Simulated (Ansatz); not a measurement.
**GaBN (doublet): the correlation ladder at distance N2–Ga3 = 2.028 Å, cc-pVDZ**

Aim: climb from Hartree-Fock through coupled cluster and multireference methods for GaBN (doublet) at one geometry and basis, and see what each rung misses.

Program: Ansatz 0.2.0, Gaussian basis. Level of theory: cc-pVDZ, core rule «outside noble gas», up to 16 orbitals frozen. These are calculated values, not measurements.

The runs, in order: UHF; CCSD(T) on ROHF; CCSD(T) on UHF; BCCD(T) on ROHF; CISD; CCSDT(Q) on ROHF; CCSDT(Q) on UHF; CASSCF and MRCISD+Q, 3 electrons in 3 orbitals; CASSCF and NEVPT2, 3 electrons in 3 orbitals; CASSCF and NEVPT2, 9 electrons in 11 orbitals.

30 further runs of the same task are left out: 1 for a known fault of the program, 1 for a mislabelled method, 25 that didn't finish, 3 set aside as unsound or not needed.

### 1 What is computed

The geometry derives from a PBE0/def2-TZVP stationary point (not a proven minimum). One bond is set to the value named and the two fragments are kept rigid. No spin-orbit coupling is included. The filled d shell of Ga may be among the frozen orbitals whatever the setting's name suggests; the logs give the count.

3 atoms, charge 0, spin multiplicity 2.

Atoms are counted from 1 here; the program's logs count them from 0.

Bond lengths: B1–N2 1.262 Å, N2–Ga3 2.028 Å. Angles: B1–N2–Ga3 180.0°.

### 2 UHF

Contents of in.yaml:

```yaml
crystal:
  periodic: [false, false, false]
  atoms:
    - {symbol: B, position_ang: [0.000000, 0.000000, 1.517333]}
    - {symbol: N, position_ang: [0.000000, 0.000000, 0.255333]}
    - {symbol: Ga, position_ang: [0.000000, 0.000000, -1.772667]}
basis:
  gaussian: {orbitals: cc-pVDZ}
magnetization: {spin_polarized: true, initial_magnetization: 1}
hamiltonian: {xc: hf}
output: {orbitals: {seedname: orbitals}}
```

The run is started by

```
ansatz run in.yaml --threads 1 --pin off --events-out ev --progress --plain --max-ram 2393MiB
```

After this run come: CCSD(T) on ROHF; CCSD(T) on UHF; BCCD(T) on ROHF; CISD; CCSDT(Q) on ROHF; CCSDT(Q) on UHF; CASSCF and MRCISD+Q, 3 electrons in 3 orbitals; CASSCF and NEVPT2, 3 electrons in 3 orbitals; CASSCF and NEVPT2, 9 electrons in 11 orbitals.

Q: Predict the results of all the runs planned. Wanted: UCCSDT(Q) below the RHF energy; RMP2 from UCCSDT(Q); UMP2 from UCCSDT(Q); RCCSD from UCCSDT(Q); RCCSD(T) from UCCSDT(Q); UCCSD(T) from UCCSDT(Q); RCCSDT(Q) from UCCSDT(Q); NEVPT2 pair from UCCSDT(Q); MRCISD+Q pair from UCCSDT(Q).

The runs gave:

```
                         quantity                      value
   UCCSDT(Q) below the RHF energy                 -8.0406 eV
              RMP2 from UCCSDT(Q)                 +872.5 meV
              UMP2 from UCCSDT(Q)                 +937.7 meV
             RCCSD from UCCSDT(Q)                 +417.1 meV
          RCCSD(T) from UCCSDT(Q)                  +61.2 meV
          UCCSD(T) from UCCSDT(Q)                  +69.9 meV
         RCCSDT(Q) from UCCSDT(Q)                   +6.1 meV
       NEVPT2 pair from UCCSDT(Q)                 +828.2 meV
     MRCISD+Q pair from UCCSDT(Q)                 +234.5 meV
    NEVPT2 valence from UCCSDT(Q)                 +870.3 meV
levels within 1 kcal/mol (43 meV)  RCCSDT, UCCSDT, RCCSDT(Q)
                    T1 diagnostic                      0.030
   effectively unpaired electrons                       1.10
```

In words: RCCSD(T) lands +61.2 meV from the yardstick (0.8 % of the correlation energy). One determinant dominates. Of the multireference levels listed MRCISD+Q pair comes nearest in total energy (+234.5 meV), which doesn't show that its space is the better one. These misses are within one basis, not against nature; the frozen cores of restricted and unrestricted runs differ, which can shift their rows.
